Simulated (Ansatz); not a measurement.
What does this script print? It uses the Python package of Ansatz (0.2.0).

`hszn_x2c.py`:
```python
'''Scalar relativity in HSZn.'''

import ansatz as az
import numpy as np

FUNCTIONAL = 'pbe0'
DISPERSION = 'd3bj'

GEOMETRY = '''
S    -0.35100    0.35830   -0.16160
Zn    1.40290    0.33850    0.80730
H    -1.06290   -0.76160   -0.65900
'''

mol = az.Crystal.molecule()
for line in GEOMETRY.strip().splitlines():
    symbol, *xyz = line.split()
    mol = mol.atom(symbol, [float(v) for v in xyz])

calc = (
    mol.calculation()
    .functional(FUNCTIONAL, dispersion=DISPERSION)
    .spin('collinear', total=1)
    .forces()
)
# a set contracted for a scalar-relativistic Hamiltonian goes with the relativistic run
sets = {'none': 'cc-pVTZ', 'scalar': 'cc-pVTZ-DK'}
found = {kind: calc.basis(gaussian=basis).pseudopotentials(relativity=kind).run().report for kind, basis in sets.items()}
for kind, each in found.items():
    dipole = 4.803205 * np.linalg.norm(each['charge_distribution']['dipole_moment_e_ang'])
    print(f'{kind:7s} E = {each["free_energy_ev"]:.4f} eV  dipole {dipole:.3f} D  largest force component {np.abs(each["forces_ev_ang"]).max():.4f} eV/A')
print(f'relativity lowers the total energy by {found["none"]["free_energy_ev"] - found["scalar"]["free_energy_ev"]:.3f} eV')
```

```console
$ python hszn_x2c.py
none    E = -59261.8663 eV  dipole 1.331 D  largest force component 4.1388 eV/A
scalar  E = -59740.2176 eV  dipole 1.296 D  largest force component 3.9477 eV/A
relativity lowers the total energy by 478.351 eV
```

The total moves by -478.4 eV, nearly all in the cores, and the dipole from 1.33 to 1.30 D.

What to keep in mind:
- Total energies depend on the basis set; only differences at equal settings carry meaning.
- The geometry is a force-field or estimated start, not a minimum of this method. The basis set changes with the Hamiltonian (a set recontracted for scalar relativity), and most of the change in the total lies in the cores.
- The run takes the species as open-shell (spin multiplicity 2), which needn't be its ground state.
- Timing: 12 s on 1 thread of Arm Neoverse V1, on a shared host, peak memory 0.36 GiB.
